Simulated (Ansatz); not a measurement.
# CH5NOSi: a ladder of functionals and wavefunction methods

The task here is to estimate one member of a computed series from the others.

Computed with Ansatz 0.2.0, Gaussian basis. Level: functionals in def2-TZVPP, the program's frozen cores in correlated methods.

Plan: LDA (SPW92), PBE-D4, revPBE-D4, BLYP-D4, r2SCAN-D4, B97M-V, PBE0-D4, B3LYP-D4, r2SCANh-D4, r2SCAN0-D4, HSE06-D4, BHLYP-D4, CAM-B3LYP-D4, LC-ωPBE, ωB97X-V, ωB97M-V, B2PLYP, PBE-QIDH; CCSD(T)/def2-SVP; CCSD(T)/def2-TZVPP; MP2/def2-QZVPP; extrapolation to the limit; RPA on PBE.

## Structure used throughout

The geometry comes from an earlier relaxation with PBE0-D4 in a triple-zeta def2 set; it is a stationary point, not always the lowest conformer.

SMILES `NC(=O)[SiH3]`, 9 atoms, charge 0, spin multiplicity 1.

Atoms are counted from 1 here; the program's logs count them from 0.

Bond lengths: N1–C2 1.354 Å, N1–H5 1.009 Å, N1–H6 1.003 Å, C2–O3 1.216 Å, C2–Si4 1.923 Å, Si4–H7 1.482 Å, Si4–H8 1.482 Å, Si4–H9 1.491 Å. Angles: C2–N1–H5 119.1°, C2–N1–H6 121.7°, H5–N1–H6 119.2°, N1–C2–O3 122.8°, N1–C2–Si4 118.7°, O3–C2–Si4 118.4°, C2–Si4–H7 107.6°, C2–Si4–H8 107.6°, C2–Si4–H9 111.8°, H7–Si4–H8 110.6°, H7–Si4–H9 109.6°, H8–Si4–H9 109.6°.

Set-up of the first run:

in.yaml

```yaml
crystal:
  periodic: [false, false, false]
  atoms:
    - {symbol: N, position_ang: [0.483971, 1.354198, -0.601831]}
    - {symbol: C, position_ang: [0.585206, 0.006759, -0.516023]}
    - {symbol: O, position_ang: [1.396400, -0.635363, -1.154985]}
    - {symbol: Si, position_ang: [-0.603148, -0.935918, 0.665837]}
    - {symbol: H, position_ang: [1.104547, 1.853844, -1.220421]}
    - {symbol: H, position_ang: [-0.191665, 1.868123, -0.066665]}
    - {symbol: H, position_ang: [-1.384475, -1.892342, -0.152638]}
    - {symbol: H, position_ang: [0.228835, -1.657705, 1.656762]}
    - {symbol: H, position_ang: [-1.531073, -0.007896, 1.372763]}
basis:
  gaussian: {orbitals: def2-TZVPP}
hamiltonian: {xc: lda}
output: {orbitals: {seedname: orbitals}}
```

Command:

```sh
$ ansatz run in.yaml --threads 2 --pin off --events-out ev --progress --plain --max-ram 4352MiB
```

Among the steps run: LDA; PBE-D4 (GGA); revPBE-D4 (GGA); BLYP-D4 (GGA); r2SCAN-D4 (meta-GGA); B97M-V (meta-GGA); B3LYP-D4 (hybrid); r2SCANh-D4 (hybrid); r2SCAN0-D4 (hybrid); HSE06-D4 (hybrid); BHLYP-D4 (hybrid); CAM-B3LYP-D4 (range-separated); LC-ωPBE (range-separated); ωB97X-V (range-separated); ωB97M-V (range-separated); B2PLYP (double hybrid); PBE-QIDH (double hybrid).

One of the session's tables, all rows but one given; the rest of the session is left out.

It belongs to the step «Orbital energies across the functionals». 

```
  functional  HOMO (eV)  gap (eV)
 LDA (SPW92)      -5.83      4.27
      PBE-D4      -5.66      4.33
   revPBE-D4      -5.59      4.35
     BLYP-D4      -5.56      4.37
   r2SCAN-D4      -5.93      4.79
      B97M-V      -6.11      4.94
     PBE0-D4      -7.13      6.81
    B3LYP-D4      -6.91      6.36
  r2SCANh-D4      -6.49      5.73
  r2SCAN0-D4      -7.34      7.13
    HSE06-D4      -6.73      6.02
    BHLYP-D4          ?         ?
CAM-B3LYP-D4      -8.55      9.41
     LC-ωPBE      -9.83     11.86
     ωB97X-V      -9.53     11.48
     ωB97M-V      -9.46     11.26
```

Q: Estimate the row for BHLYP-D4 from the others.

Worked estimate for «HOMO (eV)». Against the share of exact exchange, BLYP-D4 (0, -5.56), B3LYP-D4 (0.2, -6.91) give a slope of -6.75 per unit share; at 0.5 the line stands at -8.93.

As computed: HOMO (eV): -8.59; gap (eV): 9.36. In «HOMO (eV)» the line misses by -0.34.
